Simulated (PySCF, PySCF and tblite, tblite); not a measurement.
# C7H6F4: telling isomers apart by computed NMR, part 2 of 3

PySCF and tblite. Atoms count from 0.

## 8. GFN2-xTB relaxation, isomer C, conformer 1

The job: settings as JSON, then the geometry in Å.

```
{"job": {"xc": "GFN2-xTB", "basis": "xTB", "kind": "relax"}, "charge": 0, "multiplicity": 1}
F     -2.213800    -1.350800     0.348500
C     -1.952700    -0.005600     0.558200
C     -1.286800     0.776600    -0.521700
C     -0.593500     0.121800    -1.639600
C      0.471000    -0.608600    -1.235700
C      0.620600    -0.538300     0.268700
C      1.998100    -0.034100     0.719100
F      2.992500    -0.847700     0.292400
F      2.079200    -0.006100     2.076100
F      2.259300     1.208100     0.276700
C     -0.513400     0.386100     0.716100
H     -2.710400     0.441500     1.188100
H     -1.567300     1.821900    -0.648800
H     -0.917500     0.204000    -2.661900
H      1.114700    -1.170300    -1.892200
H      0.457800    -1.536200     0.703000
H     -0.244800     1.149800     1.443000
```

Standard output:

```text
step      E/eV     max force
  0   -1005.34692    1.606
  1   -1005.41315    1.340
  2   -1005.44464    0.508
  3   -1005.46649    0.385
  4   -1005.48057    0.309
  5   -1005.48925    0.229
  6   -1005.49932    0.244
  7   -1005.50550    0.217
  8   -1005.50977    0.165
  9   -1005.51304    0.131
 10   -1005.51585    0.110
 11   -1005.51771    0.136
 12   -1005.51910    0.126
 13   -1005.52070    0.113
 14   -1005.52283    0.142
 15   -1005.52520    0.173
 16   -1005.52724    0.141
 17   -1005.52873    0.101
 18   -1005.52986    0.098
 19   -1005.53084    0.090
 20   -1005.53171    0.083
 21   -1005.53245    0.070
 22   -1005.53307    0.071
 23   -1005.53353    0.066
 24   -1005.53384    0.043
 25   -1005.53405    0.039
 26   -1005.53405    0.039
 27   -1005.53414    0.034
 28   -1005.53438    0.040
 29   -1005.53449    0.038
 30   -1005.53479    0.079
 31   -1005.53513    0.072
 32   -1005.53536    0.037
 33   -1005.53559    0.034
 34   -1005.53583    0.057
 35   -1005.53606    0.057
 36   -1005.53625    0.040
 37   -1005.53643    0.029
 38   -1005.53658    0.040
 39   -1005.53670    0.035
 40   -1005.53679    0.024
 41   -1005.53687    0.024
 42   -1005.53698    0.045
 43   -1005.53712    0.052
 44   -1005.53724    0.034
 45   -1005.53735    0.035
 46   -1005.53748    0.042
 47   -1005.53764    0.064
 48   -1005.53779    0.057
 49   -1005.53789    0.026
 50   -1005.53795    0.018
 51   -1005.53801    0.030
 52   -1005.53808    0.036
 53   -1005.53812    0.021
 54   -1005.53814    0.008
 55   -1005.53815    0.010
 56   -1005.53816    0.014
 57   -1005.53817    0.009
 58   -1005.53817    0.005
 59   -1005.53818    0.005
 60   -1005.53818    0.007
 61   -1005.53818    0.006
 62   -1005.53819    0.005
 63   -1005.53819    0.006
 64   -1005.53819    0.008
 65   -1005.53820    0.008
 66   -1005.53820    0.006
 67   -1005.53820    0.004
```

Run time: 0.44 s. Hardware: 1 thread of Arm Neoverse V1, shared host.

The energy fell by 0.191 eV, and the atoms moved 0.11 Å (root mean square).

## 9. Shieldings, isomer C, conformer 1: B3LYP/pcSseg-1 in dimethylsulfoxide

The job: settings as JSON, then the geometry in Å.

```
{"job": {"xc": "B3LYP", "basis": "pcSseg-1", "solvent": "dimethylsulfoxide", "kind": "nmr", "pop": false}, "charge": 0, "multiplicity": 1}
F     -2.131654    -1.329849     0.191657
C     -1.901149    -0.027138     0.502547
C     -1.221331     0.865839    -0.500607
C     -0.554718     0.153335    -1.613618
C      0.409088    -0.646011    -1.178210
C      0.586593    -0.558383     0.318071
C      1.968792    -0.030543     0.675151
F      2.947656    -0.834455     0.238854
F      2.135259     0.086906     2.004079
F      2.206906     1.182842     0.158390
C     -0.497743     0.416327     0.757228
H     -2.711099     0.358419     1.109562
H     -1.599465     1.864492    -0.652746
H     -0.863680     0.277177    -2.635047
H      1.023617    -1.299804    -1.769029
H      0.482865    -1.538991     0.795578
H     -0.286936     1.071868     1.588229
```

Standard output:

```text
coarse grid: 15672 points
cycle   1  E = -669.3591071540  dE =  1.999e+00  |g| = 1.017e+00  |ddm| = 3.823e+00
cycle   2  E = -669.1685448006  dE =  1.906e-01  |g| = 1.543e+00  |ddm| = 1.451e+00
cycle   3  E = -669.5303582275  dE = -3.618e-01  |g| = 8.000e-02  |ddm| = 8.840e-01
cycle   4  E = -669.5311180761  dE = -7.598e-04  |g| = 5.458e-02  |ddm| = 1.044e-01
cycle   5  E = -669.5317756346  dE = -6.576e-04  |g| = 1.119e-02  |ddm| = 5.187e-02
cycle   6  E = -669.5317982232  dE = -2.259e-05  |g| = 5.476e-03  |ddm| = 1.159e-02
cycle   7  E = -669.5318054750  dE = -7.252e-06  |g| = 5.802e-04  |ddm| = 4.888e-03
final grid: 157104 points
cycle   8  E = -669.6331837792  dE = -6.121e-05  |g| = 9.483e-03  |ddm| = 3.674e-02
cycle   9  E = -669.6331658853  dE =  1.789e-05  |g| = 1.424e-02  |ddm| = 1.883e-02
cycle  10  E = -669.6332000914  dE = -3.421e-05  |g| = 7.241e-04  |ddm| = 1.089e-02
cycle  11  E = -669.6332001837  dE = -9.233e-08  |g| = 2.809e-04  |ddm| = 8.440e-04
cycle  12  E = -669.6332001978  dE = -1.411e-08  |g| = 5.066e-05  |ddm| = 2.730e-04
cycle  13  E = -669.6332001982  dE = -3.238e-10  |g| = 2.576e-05  |ddm| = 4.812e-05
converged SCF energy = -669.6332001982

GIAO shielding tensors (ppm)
atom      isotropic    diamagn.    paramagn.     s11        s22        s33       span
  0 F      434.586     474.619     -40.033    403.633    427.770    472.354     68.722
  1 C      104.803     244.918    -140.114     46.235     81.705    186.469    140.234
  2 C      147.397     253.319    -105.922    105.545    137.772    198.873     93.328
  3 C       40.241     250.519    -210.278    -71.022     52.601    139.145    210.167
  4 C       46.286     253.042    -206.756    -63.268     58.230    143.896    207.164
  5 C      125.597     248.016    -122.420    106.003    129.666    141.121     35.118
  6 C       42.360     243.847    -201.486     37.018     38.777     51.286     14.268
  7 F      257.498     472.721    -215.224    171.093    260.651    340.750    169.657
  8 F      257.288     473.920    -216.632    171.745    254.149    345.970    174.225
  9 F      261.863     476.929    -215.066    174.758    268.706    342.125    167.367
 10 C      155.999     248.426     -92.427    124.164    145.846    197.986     73.821
 11 H       26.694      29.713      -3.019     21.627     26.231     32.224     10.597
 12 H       29.317      31.071      -1.754     24.105     25.765     38.081     13.976
 13 H       25.478      30.313      -4.835     23.609     25.114     27.711      4.102
 14 H       25.894      31.006      -5.112     22.741     26.809     28.133      5.392
 15 H       28.148      29.467      -1.318     23.995     28.244     32.207      8.212
 16 H       29.725      31.227      -1.502     22.929     28.777     37.469     14.539
```

It took 37 s on 1 thread of Arm Neoverse V1, shared host.

This run: HOMO -6.99 eV, LUMO -0.24 eV; dipole 2.61 D.

## 10. Averages, isomer C: properties at B3LYP/pcSseg-1 in dimethylsulfoxide

The job: settings as JSON, then the geometry in Å.

```
{"job": {"study": "conf", "smiles": "F[C@@H]1[C@@H]2C=C[C@@H](C(F)(F)F)[C@H]12", "search": {"seed": 8418, "n_embed": 60, "ff_keep": 14, "window": 2.5, "nmax": 2, "temps": [250, 298.15, 350], "t_ref": 298.15, "order": 0.0005}, "level": {"nmr": {"xc": "B3LYP", "basis": "pcSseg-1", "solvent": "dimethylsulfoxide"}}, "kind": "conf"}, "charge": 0, "multiplicity": 1}
F     -2.131654    -1.329849     0.191657
C     -1.901149    -0.027138     0.502547
C     -1.221331     0.865839    -0.500607
C     -0.554718     0.153335    -1.613618
C      0.409088    -0.646011    -1.178210
C      0.586593    -0.558383     0.318071
C      1.968792    -0.030543     0.675151
F      2.947656    -0.834455     0.238854
F      2.135259     0.086906     2.004079
F      2.206906     1.182842     0.158390
C     -0.497743     0.416327     0.757228
H     -2.711099     0.358419     1.109562
H     -1.599465     1.864492    -0.652746
H     -0.863680     0.277177    -2.635047
H      1.023617    -1.299804    -1.769029
H      0.482865    -1.538991     0.795578
H     -0.286936     1.071868     1.588229
```

Standard output:

```text
conformer  sym    E(xTB)   E(DFT)   G(298.15 K)  weight  dipole/D
    1     C1      0.000    0.000    0.000   1.0000    2.613

mean shielding (ppm) by class
class atoms           250 K   298.15 K      350 K
  0 F  0            434.586    434.586    434.586
  1 C  1            104.803    104.803    104.803
  2 C  2            147.397    147.397    147.397
  3 C  3             40.241     40.241     40.241
  4 C  4             46.286     46.286     46.286
  5 C  5            125.597    125.597    125.597
  6 C  6              42.36      42.36      42.36
  7 F  7,8,9        258.883    258.883    258.883
  8 C  10           155.999    155.999    155.999
  9 H  11            26.694     26.694     26.694
 10 H  12            29.317     29.317     29.317
 11 H  13            25.478     25.478     25.478
 12 H  14            25.894     25.894     25.894
 13 H  15            28.148     28.148     28.148
 14 H  16            29.725     29.725     29.725
```

It took 38 s on 1 thread of Arm Neoverse V1, shared host. This counts the runs that the step sums up.

The search (ETKDG and KDG, MMFF94s, GFN2-xTB) embedded 60 structures, kept 1 distinct ones after the force field and 1 after xTB; 1 was carried on (window 2.5 kcal/mol at the search's own energies). Energies: B3LYP/pcSseg-1 in dimethylsulfoxide with D3(BJ).

The conformers at 298 K:

```csv
no.,group,mirror pair,ΔE xTB,ΔE DFT,ΔG,weight (%),μ (D),"A, B, C (GHz)"
1,C1,no,0.00,0.00,0.00,100.0,2.61,"2.18, 0.78, 0.74"
```

Energies in kcal/mol. ΔG holds xTB vibrations and rotation, symmetry numbers and mirror pairs.

Shifts against references run at the same level (13C TMS 182.8, 1H TMS 31.81 ppm of shielding), by class of atoms, at 298 K:

```csv
atoms,environment,average
C3,alkene CH,142.6
C6,CF3 carbon,140.5
C4,alkene CH,136.6
C1,three-membered-ring carbon bearing a halogen,78.0
C5,allylic sp3 CH,57.2
C2,three-membered-ring carbon,35.4
C10,three-membered-ring carbon,26.8
H13,hydrogen on an alkene CH,6.33
H14,hydrogen on an alkene CH,5.91
H11,hydrogen on a three-membered-ring carbon bearing a halogen,5.11
H15,hydrogen on an allylic sp3 CH,3.66
H12,hydrogen on a three-membered-ring carbon,2.49
H16,hydrogen on a three-membered-ring carbon,2.08
"F7, F8, F9",fluorine of a CF3 group,258.9 (σ)
F0,fluorine on an sp3 carbon,434.6 (σ)
```

Effective distances for nuclear Overhauser effects, ⟨r⁻⁶⟩^(−1/6) over all pairs of two classes (Å): H11···H12 2.57; H11···H16 2.57; H13···H14 2.61; H14···H15 2.63; H12···H13 2.64; H12···H16 2.72; H15···H16 2.84; H11···H15 3.73.

## 11. GFN2-xTB relaxation, isomer D, conformer 1

The job: settings as JSON, then the geometry in Å.

```
{"job": {"xc": "GFN2-xTB", "basis": "xTB", "kind": "relax"}, "charge": 0, "multiplicity": 1}
F     -0.519000     1.499100     1.498300
C     -1.240900     1.252600     0.332100
C     -1.658200    -0.161800     0.072500
C     -1.016700    -1.282100     0.738100
C      0.278900    -1.442400     0.434300
C      0.690000    -0.366300    -0.569000
C      1.938500     0.443700    -0.191400
F      1.891800     0.984100     1.049300
F      2.146100     1.444300    -1.071000
F      3.036500    -0.349900    -0.231700
C     -0.565100     0.480800    -0.762000
H     -1.900100     2.066500     0.109400
H     -2.630600    -0.338800    -0.389100
H     -1.542200    -1.924800     1.443800
H      0.939000    -2.193100     0.816400
H      0.901300    -0.866400    -1.508100
H     -0.756300     0.766600    -1.781800
```

Standard output:

```text
step      E/eV     max force
  0   -1005.15240    1.969
  1   -1005.25816    0.829
  2   -1005.28258    0.533
  3   -1005.30817    0.429
  4   -1005.32530    0.240
  5   -1005.33418    0.223
  6   -1005.34355    0.228
  7   -1005.35016    0.235
  8   -1005.35585    0.162
  9   -1005.36045    0.174
 10   -1005.36371    0.117
 11   -1005.36539    0.089
 12   -1005.36647    0.084
 13   -1005.36776    0.092
 14   -1005.36963    0.118
 15   -1005.37185    0.141
 16   -1005.37375    0.124
 17   -1005.37500    0.080
 18   -1005.37584    0.068
 19   -1005.37657    0.073
 20   -1005.37725    0.081
 21   -1005.37777    0.065
 22   -1005.37813    0.050
 23   -1005.37840    0.037
 24   -1005.37840    0.037
 25   -1005.37853    0.034
 26   -1005.37882    0.039
 27   -1005.37893    0.044
 28   -1005.37914    0.058
 29   -1005.37938    0.043
 30   -1005.37955    0.032
 31   -1005.37975    0.032
 32   -1005.37995    0.035
 33   -1005.38016    0.041
 34   -1005.38031    0.036
 35   -1005.38040    0.020
 36   -1005.38047    0.019
 37   -1005.38054    0.022
 38   -1005.38061    0.028
 39   -1005.38069    0.025
 40   -1005.38074    0.017
 41   -1005.38080    0.018
 42   -1005.38085    0.019
 43   -1005.38090    0.016
 44   -1005.38093    0.013
 45   -1005.38096    0.014
 46   -1005.38100    0.015
 47   -1005.38103    0.014
 48   -1005.38106    0.013
 49   -1005.38108    0.009
 50   -1005.38109    0.007
 51   -1005.38110    0.009
 52   -1005.38111    0.008
 53   -1005.38112    0.007
 54   -1005.38112    0.006
 55   -1005.38112    0.006
 56   -1005.38113    0.006
 57   -1005.38114    0.007
 58   -1005.38114    0.005
 59   -1005.38114    0.004
 60   -1005.38114    0.003
```

It took 0.41 s on 1 thread of Arm Neoverse V1, shared host.

Relaxing gained 0.229 eV and moved the atoms by 0.10 Å on average (rms).

## 12. Shieldings, isomer D, conformer 1: B3LYP/pcSseg-1 in dimethylsulfoxide

The job: settings as JSON, then the geometry in Å.

```
{"job": {"xc": "B3LYP", "basis": "pcSseg-1", "solvent": "dimethylsulfoxide", "kind": "nmr", "pop": false}, "charge": 0, "multiplicity": 1}
F     -0.562404     1.350643     1.526498
C     -1.212612     1.174324     0.352064
C     -1.693732    -0.199170    -0.021761
C     -1.037994    -1.286421     0.745399
C      0.261992    -1.351906     0.494959
C      0.680439    -0.368219    -0.570497
C      1.932885     0.424648    -0.214722
F      1.958793     0.930087     1.014991
F      2.117848     1.452154    -1.063226
F      3.028068    -0.351773    -0.324250
C     -0.571005     0.465753    -0.802342
H     -1.836826     2.036017     0.144053
H     -2.697116    -0.331813    -0.395195
H     -1.582721    -1.900845     1.438297
H      0.976316    -2.013036     0.949896
H      0.942906    -0.900172    -1.495612
H     -0.711835     0.881759    -1.788461
```

Standard output:

```text
coarse grid: 15672 points
cycle   1  E = -669.3534403579  dE =  2.003e+00  |g| = 1.024e+00  |ddm| = 3.824e+00
cycle   2  E = -669.1566912404  dE =  1.967e-01  |g| = 1.559e+00  |ddm| = 1.439e+00
cycle   3  E = -669.5271333389  dE = -3.704e-01  |g| = 7.791e-02  |ddm| = 8.670e-01
cycle   4  E = -669.5278387832  dE = -7.054e-04  |g| = 5.432e-02  |ddm| = 1.055e-01
cycle   5  E = -669.5284820266  dE = -6.432e-04  |g| = 1.172e-02  |ddm| = 5.263e-02
cycle   6  E = -669.5285076787  dE = -2.565e-05  |g| = 5.472e-03  |ddm| = 1.198e-02
cycle   7  E = -669.5285148907  dE = -7.212e-06  |g| = 5.943e-04  |ddm| = 4.930e-03
final grid: 157104 points
cycle   8  E = -669.6290218515  dE = -6.108e-05  |g| = 9.054e-03  |ddm| = 3.707e-02
cycle   9  E = -669.6290054196  dE =  1.643e-05  |g| = 1.358e-02  |ddm| = 1.767e-02
cycle  10  E = -669.6290369478  dE = -3.153e-05  |g| = 6.961e-04  |ddm| = 1.029e-02
cycle  11  E = -669.6290370361  dE = -8.826e-08  |g| = 2.661e-04  |ddm| = 7.773e-04
cycle  12  E = -669.6290370491  dE = -1.305e-08  |g| = 5.609e-05  |ddm| = 2.561e-04
cycle  13  E = -669.6290370496  dE = -4.402e-10  |g| = 2.718e-05  |ddm| = 5.337e-05
converged SCF energy = -669.6290370496

GIAO shielding tensors (ppm)
atom      isotropic    diamagn.    paramagn.     s11        s22        s33       span
  0 F      431.223     476.005     -44.782    394.160    428.633    470.875     76.715
  1 C      104.620     242.145    -137.525     42.384     82.130    189.347    146.963
  2 C      147.104     256.055    -108.951    107.591    137.244    196.476     88.885
  3 C       41.831     250.995    -209.164    -68.917     56.774    137.635    206.551
  4 C       46.220     252.006    -205.786    -64.813     59.504    143.969    208.782
  5 C      122.466     248.099    -125.632     99.970    128.604    138.825     38.855
  6 C       42.466     242.475    -200.009     35.484     41.352     50.563     15.080
  7 F      258.569     476.230    -217.661    179.850    265.589    330.270    150.420
  8 F      250.876     474.506    -223.630    161.702    247.168    343.760    182.059
  9 F      246.277     472.777    -226.499    157.370    238.192    343.271    185.901
 10 C      158.711     249.589     -90.878    126.826    149.421    199.884     73.058
 11 H       26.853      29.300      -2.447     21.843     26.224     32.491     10.649
 12 H       29.279      31.158      -1.879     23.766     25.920     38.150     14.384
 13 H       25.621      30.338      -4.717     23.400     25.292     28.170      4.769
 14 H       25.993      30.570      -4.576     23.678     26.341     27.961      4.282
 15 H       27.412      29.435      -2.023     24.130     26.329     31.776      7.647
 16 H       29.910      31.171      -1.260     23.774     27.067     38.890     15.117
```

Wall time 37 s (1 thread of Arm Neoverse V1, shared host).

This run: HOMO -6.91 eV, LUMO -0.23 eV; dipole 4.41 D.

## 13. Boltzmann average, isomer D: properties at B3LYP/pcSseg-1 in dimethylsulfoxide

The job: settings as JSON, then the geometry in Å.

```
{"job": {"study": "conf", "smiles": "F[C@@H]1[C@@H]2C=C[C@H](C(F)(F)F)[C@H]12", "search": {"seed": 8418, "n_embed": 60, "ff_keep": 14, "window": 2.5, "nmax": 2, "temps": [250, 298.15, 350], "t_ref": 298.15, "order": 0.0005}, "level": {"nmr": {"xc": "B3LYP", "basis": "pcSseg-1", "solvent": "dimethylsulfoxide"}}, "kind": "conf"}, "charge": 0, "multiplicity": 1}
F     -0.562404     1.350643     1.526498
C     -1.212612     1.174324     0.352064
C     -1.693732    -0.199170    -0.021761
C     -1.037994    -1.286421     0.745399
C      0.261992    -1.351906     0.494959
C      0.680439    -0.368219    -0.570497
C      1.932885     0.424648    -0.214722
F      1.958793     0.930087     1.014991
F      2.117848     1.452154    -1.063226
F      3.028068    -0.351773    -0.324250
C     -0.571005     0.465753    -0.802342
H     -1.836826     2.036017     0.144053
H     -2.697116    -0.331813    -0.395195
H     -1.582721    -1.900845     1.438297
H      0.976316    -2.013036     0.949896
H      0.942906    -0.900172    -1.495612
H     -0.711835     0.881759    -1.788461
```

Standard output:

```text
conformer  sym    E(xTB)   E(DFT)   G(298.15 K)  weight  dipole/D
    1     C1      0.000    0.000    0.000   1.0000    4.407

mean shielding (ppm) by class
class atoms           250 K   298.15 K      350 K
  0 F  0            431.223    431.223    431.223
  1 C  1             104.62     104.62     104.62
  2 C  2            147.104    147.104    147.104
  3 C  3             41.831     41.831     41.831
  4 C  4              46.22      46.22      46.22
  5 C  5            122.466    122.466    122.466
  6 C  6             42.466     42.466     42.466
  7 F  7,8,9        251.908    251.908    251.908
  8 C  10            158.71     158.71     158.71
  9 H  11            26.853     26.853     26.853
 10 H  12            29.279     29.279     29.279
 11 H  13            25.621     25.621     25.621
 12 H  14            25.993     25.993     25.993
 13 H  15            27.412     27.412     27.412
 14 H  16             29.91      29.91      29.91
```

It took 38 s on 1 thread of Arm Neoverse V1, shared host. This counts the runs that the step sums up.

The search (ETKDG and KDG, MMFF94s, GFN2-xTB) embedded 60 structures, kept 1 distinct ones after the force field and 1 after xTB; 1 was carried on (window 2.5 kcal/mol at the search's own energies). Energies: B3LYP/pcSseg-1 in dimethylsulfoxide with D3(BJ).

The conformers at 298 K:

```csv
no.,group,mirror pair,ΔE xTB,ΔE DFT,ΔG,weight (%),μ (D),"A, B, C (GHz)"
1,C1,no,0.00,0.00,0.00,100.0,4.41,"1.97, 0.95, 0.86"
```

Energies in kcal/mol. ΔG holds xTB vibrations and rotation, symmetry numbers and mirror pairs.

Shifts against references run at the same level (13C TMS 182.8, 1H TMS 31.81 ppm of shielding), by class of atoms, at 298 K:

```csv
atoms,environment,average
C3,alkene CH,141.0
C6,CF3 carbon,140.4
C4,alkene CH,136.6
C1,three-membered-ring carbon bearing a halogen,78.2
C5,allylic sp3 CH,60.4
C2,three-membered-ring carbon,35.7
C10,three-membered-ring carbon,24.1
H13,hydrogen on an alkene CH,6.19
H14,hydrogen on an alkene CH,5.82
H11,hydrogen on a three-membered-ring carbon bearing a halogen,4.95
H15,hydrogen on an allylic sp3 CH,4.40
H12,hydrogen on a three-membered-ring carbon,2.53
H16,hydrogen on a three-membered-ring carbon,1.90
"F7, F8, F9",fluorine of a CF3 group,251.9 (σ)
F0,fluorine on an sp3 carbon,431.2 (σ)
```

Effective distances for nuclear Overhauser effects, ⟨r⁻⁶⟩^(−1/6) over all pairs of two classes (Å): H15···H16 2.45; H11···H16 2.52; H11···H12 2.58; H13···H14 2.61; H12···H13 2.66; H14···H15 2.69; H12···H16 2.71; H12···H15 3.84.

(Continued in part 3 of 3.)
